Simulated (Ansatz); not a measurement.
**CAlF₂NO: up Jacob's ladder to CCSD(T)**

An exercise on one series of results from a longer session: the logs are not shown, and one member is left open.

The runs use Ansatz 0.2.0, Gaussian basis; functionals in def2-TZVPP, the program's frozen cores in correlated methods.

Levels to be run: LDA (SPW92), PBE-D4, revPBE-D4, BLYP-D4, r2SCAN-D4, B97M-V, PBE0-D4, B3LYP-D4, r2SCANh-D4, r2SCAN0-D4, HSE06-D4, BHLYP-D4, CAM-B3LYP-D4, LC-ωPBE, ωB97X-V, ωB97M-V, B2PLYP, PBE-QIDH; CCSD(T)/def2-SVP; CCSD(T)/def2-TZVPP; CCSD(T)/def2-QZVPP; extrapolation to the limit; RPA on PBE.

## The geometry

All runs share one geometry, relaxed beforehand with PBE0-D4 in a triple-zeta def2 set.

SMILES `O=C=[N][Al]([F])[F]`, 6 atoms, charge 0, spin multiplicity 1.

Atoms are counted from 1 here; the program's logs count them from 0.

Bond lengths: O1–C2 1.162 Å, C2–N3 1.196 Å, N3–Al4 1.738 Å, Al4–F5 1.631 Å, Al4–F6 1.631 Å. Angles: O1–C2–N3 180.0°, C2–N3–Al4 179.4°, N3–Al4–F5 120.5°, N3–Al4–F6 120.5°, F5–Al4–F6 119.0°.

Set-up of the first run:

File in.yaml:

```yaml
crystal:
  periodic: [false, false, false]
  atoms:
    - {symbol: O, position_ang: [1.725573, -2.114914, 1.036952]}
    - {symbol: C, position_ang: [1.041885, -1.274924, 0.616367]}
    - {symbol: N, position_ang: [0.338238, -0.410173, 0.182501]}
    - {symbol: Al, position_ang: [-0.693680, 0.846495, -0.432172]}
    - {symbol: F, position_ang: [-1.193163, 0.821691, -1.984361]}
    - {symbol: F, position_ang: [-1.176753, 2.067826, 0.534514]}
basis:
  gaussian: {orbitals: def2-TZVPP}
hamiltonian: {xc: lda}
output: {orbitals: {seedname: orbitals}}
```

Run with:

```bash
> ansatz run in.yaml --threads 2 --pin off --events-out ev --progress --plain --max-ram 32768MiB --backend cpu
```

Among the steps run: LDA; PBE-D4 (GGA); revPBE-D4 (GGA); BLYP-D4 (GGA); r2SCAN-D4 (meta-GGA); B97M-V (meta-GGA); B3LYP-D4 (hybrid); r2SCANh-D4 (hybrid); r2SCAN0-D4 (hybrid); HSE06-D4 (hybrid); BHLYP-D4 (hybrid); CAM-B3LYP-D4 (range-separated); LC-ωPBE (range-separated); ωB97X-V (range-separated); ωB97M-V (range-separated); B2PLYP (double hybrid); PBE-QIDH (double hybrid).

One of the session's tables, all rows but one given; the rest of the session is left out.

It belongs to the step «Frontier levels by functional». 

```
  functional  HOMO (eV)  gap (eV)
 LDA (SPW92)      -8.09      5.74
      PBE-D4      -7.82      5.77
   revPBE-D4      -7.73      5.84
     BLYP-D4      -7.68      5.63
   r2SCAN-D4      -8.15      6.62
      B97M-V      -8.13      6.23
     PBE0-D4      -9.29      8.11
    B3LYP-D4      -9.02      7.48
  r2SCANh-D4      -8.69      7.43
  r2SCAN0-D4          ?         ?
    HSE06-D4      -8.88      7.33
    BHLYP-D4     -10.65     10.13
CAM-B3LYP-D4     -10.68     10.32
     LC-ωPBE     -12.01     13.06
     ωB97X-V     -11.64     12.44
     ωB97M-V     -11.55     11.97
```

Estimate the missing values for r2SCAN0-D4.

Worked estimate for «HOMO (eV)». Against the share of exact exchange, r2SCAN-D4 (0, -8.15), r2SCANh-D4 (0.1, -8.69) give a slope of -5.40 per unit share; at 0.25 the line stands at -9.50.

As computed: HOMO (eV): -9.52; gap (eV): 8.65. In «HOMO (eV)» the line misses by +0.02.
